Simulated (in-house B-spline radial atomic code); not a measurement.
# Ho²⁺: ionisation energy by several methods

The task here is to estimate one member of a computed series from the others.

Program: in-house B-spline radial atomic code version 1. Level of theory: scalar-relativistic (X2C), several functionals, spin-polarised; spherical all-electron atom at the radial basis limit. These are calculated values, not measurements, unless marked.

## Starting point

* element: holmium (Z = 67)
* charge: +2
* electrons: 65
* configuration: [Xe] 4f11
* nucleus: Fermi, rms radius 5.202 fm

The outer shells:

[Xe] 4f11
```
[Xe] core
4f [↑↓][↑↓][↑↓][↑↓][↑ ][↑ ][↑ ]
```

Where spins are not typed, each open shell is filled with up spins first.

The first run:

Input settings:

```ini
Z = 67
electrons = 65.0
configuration = [Xe] 4f11
hamiltonian = x2c
method = b88,p86
spin_polarised = True
nucleus = fermi
rms_radius = 5.2022
mass_number = 165
atomic_mass = 164.930329116
speed_of_light = 137.035999084
```

Steps of the session up to this table: BP86, a GGA; SCAN, a meta-GGA; M06-L, a meta-GGA; AM05, a GGA; TPSS, a meta-GGA; PBEsol, a GGA.

One of the session's tables, all rows but one given; the rest of the session is left out.

| method | ΔSCF (eV) |
| --- | --- |
| BP86 | 24.534 |
| AM05 | 24.496 |
| PBEsol | 24.460 |
| SCAN | 23.776 |
| M06-L | 23.438 |
| TPSS | ? |

Estimate the missing values for TPSS.

As computed: ΔSCF (eV): 24.087. In the column «ΔSCF (eV)» it lies between SCAN (23.776) and PBEsol (24.460).
